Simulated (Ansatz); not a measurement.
# AlH₉N₂Si₂: one species, many methods

Aim: compute AlH₉N₂Si₂ with functionals from several rungs and with coupled cluster, and see how far each lands from CCSD(T) at the basis-set limit for the atomisation energy.

Computed with Ansatz 0.2.0, Gaussian basis. Level: functionals in def2-TZVPP, the program's frozen cores in correlated methods.

Plan: PBE-D4, r2SCAN-D4, PBE0-D4, B3LYP-D4, ωB97X-V, ωB97M-V, B2PLYP; CCSD(T)/def2-TZVPP; MP2/def2-QZVPP; extrapolation to the limit.

### Step 1. Structure used throughout

An earlier PBE0-D4 in a triple-zeta def2 set relaxation fixed the geometry.

SMILES `[NH2][Al]([NH2])[SiH2][SiH3]`, 14 atoms, charge 0, spin multiplicity 1.

Atoms are counted from 1 here; the program's logs count them from 0.

Bond lengths: N1–Al2 1.769 Å, N1–H6 1.007 Å, N1–H7 1.007 Å, Al2–N3 1.770 Å, Al2–Si4 2.441 Å, N3–H8 1.007 Å, N3–H9 1.007 Å, Si4–Si5 2.338 Å, Si4–H10 1.493 Å, Si4–H11 1.494 Å, Si5–H12 1.489 Å, Si5–H13 1.489 Å, Si5–H14 1.491 Å. Angles: Al2–N1–H6 123.5°, Al2–N1–H7 126.4°, H6–N1–H7 110.1°, N1–Al2–N3 120.5°, N1–Al2–Si4 121.6°, N3–Al2–Si4 117.9°, Al2–N3–H8 126.6°, Al2–N3–H9 123.4°, H8–N3–H9 110.0°, Al2–Si4–Si5 109.5°, Al2–Si4–H10 112.8°, Al2–Si4–H11 111.8°, Si5–Si4–H10 108.4°, Si5–Si4–H11 107.4°, H10–Si4–H11 106.8°, Si4–Si5–H12 113.2°, Si4–Si5–H13 110.1°, Si4–Si5–H14 109.4° and more.

### Step 2. PBE-D4 (GGA)

in.yaml reads:

```yaml
crystal:
  periodic: [false, false, false]
  atoms:
    - {symbol: N, position_ang: [-1.204156, 2.540580, 0.690263]}
    - {symbol: Al, position_ang: [-0.741719, 0.833704, 0.635667]}
    - {symbol: N, position_ang: [-0.674331, -0.126368, 2.120966]}
    - {symbol: Si, position_ang: [-0.133258, -0.258802, -1.460555]}
    - {symbol: Si, position_ang: [1.634882, -1.740886, -1.082268]}
    - {symbol: H, position_ang: [-1.256824, 3.128053, -0.125502]}
    - {symbol: H, position_ang: [-1.453892, 3.066029, 1.512162]}
    - {symbol: H, position_ang: [-0.902138, 0.188050, 3.050027]}
    - {symbol: H, position_ang: [-0.398287, -1.094509, 2.142553]}
    - {symbol: H, position_ang: [0.281771, 0.710206, -2.517738]}
    - {symbol: H, position_ang: [-1.268394, -1.051130, -2.021714]}
    - {symbol: H, position_ang: [2.018899, -2.517324, -2.292984]}
    - {symbol: H, position_ang: [2.833538, -0.996895, -0.605488]}
    - {symbol: H, position_ang: [1.250911, -2.709908, -0.016689]}
basis:
  gaussian: {orbitals: def2-TZVPP}
hamiltonian: {xc: pbe, dispersion: d4}
output: {forces: true, orbitals: {seedname: orbitals}}
```

Command:

```console
ansatz run in.yaml --threads 4 --pin off --events-out ev --progress --plain --max-ram 10444MiB
```

The runs that follow: r2SCAN-D4 (meta-GGA); PBE0-D4 (hybrid); B3LYP-D4 (hybrid); ωB97X-V (range-separated); ωB97M-V (range-separated); B2PLYP (double hybrid); CCSD(T) in def2-TZVPP; MP2 in def2-QZVPP.

Q: Predict the results of all the runs planned. Wanted: atomisation energy, CCSD(T)/CBS; farthest; mean size of error, hybrid; mean size of error, range-separated; gap, smallest and largest; T1 diagnostic; triples share of the correlation energy.

The runs gave:

| quantity | value |
| --- | --- |
| atomisation energy, CCSD(T)/CBS | 1055.1 kcal/mol |
| functionals within 5.3 kcal/mol (0.5 %) | PBE-D4, B3LYP-D4, ωB97M-V |
| farthest | B2PLYP (-16.8 kcal/mol) |
| mean size of error, hybrid | 6.4 kcal/mol |
| mean size of error, range-separated | 3.7 kcal/mol |
| gap, smallest and largest | 4.43 eV (PBE-D4), 10.95 eV (ωB97X-V) |
| T1 diagnostic | 0.0125 |
| triples share of the correlation energy | 3.6 % |

PBE-D4 misses by -0.9 kcal/mol. Double hybrids carry the basis error of their MP2 part in triple zeta, and no dispersion term here, so their miss is partly the set-up's. Misses under about 5.3 kcal/mol are within the doubt on the reference itself, which lacks core-valence correlation, relativity and higher excitations. Hartree-Fock recovers 71 % of the binding; the rest is correlation. Orbital gaps span 4.4 to 10.9 eV; exact exchange widens them.
